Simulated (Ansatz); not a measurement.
# SiOs2: the cost of one run

Method: DFT PBE, scalar-relativistic, plane waves, PAW, in Ansatz 0.2.0.

## Step 1: The starting structure

It takes space group I4_1/amd (No. 141, tetragonal). The conventional cell has a = 3.643 Å, b = 3.643 Å, c = 12.665 Å, α = 90.00°, β = 90.00°, γ = 90.00°. Si (site symmetry -4m2) is surrounded by 12 Os at 2.78 to 2.79 Å. Around Os (site symmetry 2mm) lie 3 Os at 2.10 to 2.12 Å and 6 Si at 2.78 to 2.79 Å.

As a file:

```cif
data_structure
_symmetry_space_group_name_H-M 'P 1'
_symmetry_Int_Tables_number 1
_cell_length_a 6.8365
_cell_length_b 6.8365
_cell_length_c 6.8365
_cell_angle_alpha 149.098
_cell_angle_beta 149.098
_cell_angle_gamma 44.267
_cell_volume 84.03
loop_
_atom_site_label
_atom_site_type_symbol
_atom_site_fract_x
_atom_site_fract_y
_atom_site_fract_z
_atom_site_occupancy
Si1 Si 0.00000 0.00000 0.00000 1
Si2 Si 0.75000 0.25000 0.50000 1
Os1 Os 0.41650 0.41650 0.00000 1
Os2 Os 0.16650 0.66650 0.50000 1
Os3 Os 0.33350 0.83350 0.50000 1
Os4 Os 0.58350 0.58350 0.00000 1
```

(A quick probe on a coarse mesh, which set the mesh and smearing, is not shown.)

## Step 3: A loose first relaxation

Input file input.yaml:

```yaml
crystal:
  lattice:
    - [-1.8213220532, 1.8213220532, 6.3326917537]
    - [1.8213220532, -1.8213220532, 6.3326917537]
    - [1.8213220532, 1.8213220532, -6.3326917537]
  atoms:
    - { symbol: Si, position: [0.0, 0.0, 0.0] }
    - { symbol: Si, position: [0.75, 0.25, 0.5] }
    - { symbol: Os, position: [0.4165, 0.4165, 0.0] }
    - { symbol: Os, position: [0.1665, 0.6665, 0.5] }
    - { symbol: Os, position: [0.3335, 0.8335, 0.5] }
    - { symbol: Os, position: [0.5835, 0.5835, 0.0] }
basis:
  ecutwfc: 420
kpoints:
  mp_grid: { grid: [6, 6, 6] }
hamiltonian:
  xc: pbe
scf:
  occupations: { method: gaussian, width: 0.1 }
  lower_state_search: "off"
output:
  forces: true
  stress: true
  eigenvalues: true
relax:
  adjacent_minimum: "off"
  f_tol: 0.04
  max_steps: 70
  cell: { stress_tol: 0.4 }
```

Launch:

```
$ ansatz run input.yaml --threads 1 --pin off --max-ram 2560MiB --backend cpu --events-out ev --progress --plain --runs-dir out
```

**Question.** How long does this run take on 1 thread of Intel Xeon 6975P-C (Granite Rapids), shared host, and how much memory does it need?

About 1.9 min, with a peak of 0.43 GiB.
